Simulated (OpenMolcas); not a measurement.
# Rh⁵⁺ among point charges: CASSCF and CASPT2 levels and susceptibility

Aim: the splitting of the states of Rh⁵⁺ in the field of 6 point charges, its lowest levels with spin-orbit coupling and its magnetic susceptibility.

Program: OpenMolcas 26.06. Level of theory: state-averaged CASSCF and CASPT2, spin-orbit coupling by RASSI with atomic mean-field integrals. These are calculated values, not measurements, unless marked.

## Step 1: The atom as given

- Species: Rh⁵⁺ (rhodium, Z = 45, 40 electrons)
- Basis: ANO-RCC-VDZP [6s5p3d1f], 43 functions
- Scalar Hamiltonian: DKH2, point nucleus
- Inactive shells: 1s 2s 2p 3s 3p 3d 4s 4p
- Active space: 4 electrons in 5 orbitals (4d)
- Some configurations of this space: 4d4
- Orbitals: optimised for each spin and parity, averaged over all roots

Outer shells as boxes (Hund's rule):

4d4
```
4d [↑ ][↑ ][↑ ][↑ ][  ]
```

The ion sits among 6 point charges of -1 e arranged as an octahedron (Oh), 2.15 Å from the ion.

The work runs as a chain of OpenMolcas steps in one folder; each step below is one input file. Labels, J, g values, rates, χT and fits are worked out afterwards by a script from the matrices that RASSI stores. The input lists half of the charges; inversion (Group=XYZ) makes the rest.

## Step 2: Basis and integrals

The input, a.inp:

```
&GATEWAY
Coord
1

Rh 0.0 0.0 0.0
Basis=ANO-RCC-VDZP
Group=XYZ
NoMove
AngMom=0.0 0.0 0.0
AMFI
XField
3 Angstrom 0
2.150000 0.000000 0.000000 -1.000000
0.000000 2.150000 0.000000 -1.000000
0.000000 0.000000 2.150000 -1.000000
&SEWARD
```

Started as:

```console
OMP_NUM_THREADS=1 MOLCAS_MEM=1689 MOLCAS_PROJECT=a pymolcas a.inp > a.log
```

## Step 3: CASSCF: quintets of even parity, 5 roots

The input, a.inp:

```
&RASSCF
FileOrb=start.orb
Symmetry=1
Spin=5
nActEl=4 0 0
Inactive=9 9
Ras2=5 0
CIRoot=5 5 1
SDav=5
CIMx=300
Iter=120 100
PrWF=0.3
OrbListing=Nothing
MaxOrb=0
>>> COPY $Project.JobIph JOB001
```

start.orb holds the contracted functions of the basis, ordered by shell, or the orbitals of the step before.

## Step 4: Reference wave functions, triplets of even parity, 45 roots

The input, a.inp:

```
&RASSCF
FileOrb=start.orb
Symmetry=1
Spin=3
nActEl=4 0 0
Inactive=9 9
Ras2=5 0
CIRoot=45 45 1
SDav=45
CIMx=300
Iter=120 100
PrWF=0.3
OrbListing=Nothing
MaxOrb=0
>>> COPY $Project.JobIph JOB002
```

## Step 5: CASSCF: singlets of even parity, 50 roots

The input, a.inp:

```
&RASSCF
FileOrb=start.orb
Symmetry=1
Spin=1
nActEl=4 0 0
Inactive=9 9
Ras2=5 0
CIRoot=50 50 1
SDav=50
CIMx=300
Iter=120 100
PrWF=0.3
OrbListing=Nothing
MaxOrb=0
>>> COPY $Project.JobIph JOB003
```

## Step 6: State interaction with spin-orbit coupling

The input, a.inp:

```
&RASSI
NrOfJobIphs=3 5 45 50
1 2 3 4 5
1 2 3 4 5 6 7 8 9 10 11 12 13 14 15 16 17 18 19 20 21 22 23 24 25 26 27
28 29 30 31 32 33 34 35 36 37 38 39 40 41 42 43 44 45
1 2 3 4 5 6 7 8 9 10 11 12 13 14 15 16 17 18 19 20 21 22 23 24 25 26 27
28 29 30 31 32 33 34 35 36 37 38 39 40 41 42 43 44 45 46 47 48 49 50
IphNames
JOB001
JOB002
JOB003
EJob
SpinOrbit
DIPRint=1.0
SOCoupling=1000.0
Subsets=2
Property=9
'ANGMOM' 1 'ANGMOM' 2 'ANGMOM' 3 'MLTPL  1' 1 'MLTPL  1' 2 'MLTPL  1' 3
'AMFI' 1 'AMFI' 2 'AMFI' 3
SOProperty=3
'ANGMOM' 1 'ANGMOM' 2 'ANGMOM' 3
```

## Step 7: CASPT2: IPEA 0.25, imaginary shift 0.1 (closed shells correlated: 4s 4p)

The input, a.inp:

```
>>> COPY JOB001 $Project.JobIph
&CASPT2
Multistate=5 1 2 3 4 5
NoMult
Frozen=8 6
IPEA=0.25
Imaginary=0.1
MaxIter=60
WThr=0.0 0.3 0.05
PrWF=0.5
NoMix
>>> COPY JOB002 $Project.JobIph
&CASPT2
Multistate=45 1 2 3 4 5 6 7 8 9 10 11 12 13 14 15 16 17 18 19 20 21 22
23 24 25 26 27 28 29 30 31 32 33 34 35 36 37 38 39 40 41 42 43 44 45
NoMult
Frozen=8 6
IPEA=0.25
Imaginary=0.1
MaxIter=60
WThr=0.0 0.3 0.05
PrWF=0.5
NoMix
>>> COPY JOB003 $Project.JobIph
&CASPT2
Multistate=50 1 2 3 4 5 6 7 8 9 10 11 12 13 14 15 16 17 18 19 20 21 22
23 24 25 26 27 28 29 30 31 32 33 34 35 36 37 38 39 40 41 42 43 44 45 46
47 48 49 50
NoMult
Frozen=8 6
IPEA=0.25
Imaginary=0.1
MaxIter=60
WThr=0.0 0.3 0.05
PrWF=0.5
NoMix
```

(Steps that only read results are left out.)

**Question.** What will these runs give? Wanted: spin-free ground state; first state of the same spin within the active space; lowest level; next level.

As calculated:

| quantity | value |
| --- | --- |
| method | SS-CASPT2, IPEA 0.25, imaginary shift 0.1 (closed shells correlated: 4s 4p) |
| spin-free ground state | 5E, 2-fold in its orbital part |
| first state of the same spin within the active space | 5T2 at 1900 cm⁻¹ |
| lowest level | 1-fold A1 |
| next level | 649.1 cm⁻¹ |
| χT at 300 K | 0.56 cm³ K/mol |
| effective moment at 300 K | 2.12 μB |

Cost by method:

```tsv
method	time of its own steps	time with the reference
A. CASSCF	25 s	25 s
B. SS-CASPT2, IPEA 0.25, imaginary shift 0.1, +4s 4p	6.2 s	31 s
```

Times are of one thread on a shared host.

What this shows: The spin-free ground state (5E) comes to 100 % from free-ion D terms and keeps the highest spin of the shell. χT at 300 K is 0.56, against 3.01 cm³ K/mol for the spin alone, so spin-orbit coupling lowers it. An active space of the d shell alone favours high spin; real ions in strong fields can be low spin. CASPT2 does not keep the components of a term degenerate, and the means are used. An orbital doublet at a regular site is open to a Jahn-Teller distortion, which this geometry leaves out. The field of point charges can differ much from that of real complexes. With metal d orbitals alone active, the gaps between spin states are rough; where two lie within a few thousand cm-1, their order is open. Point charges carry no covalency, so the field is a model and not that of real ligands.
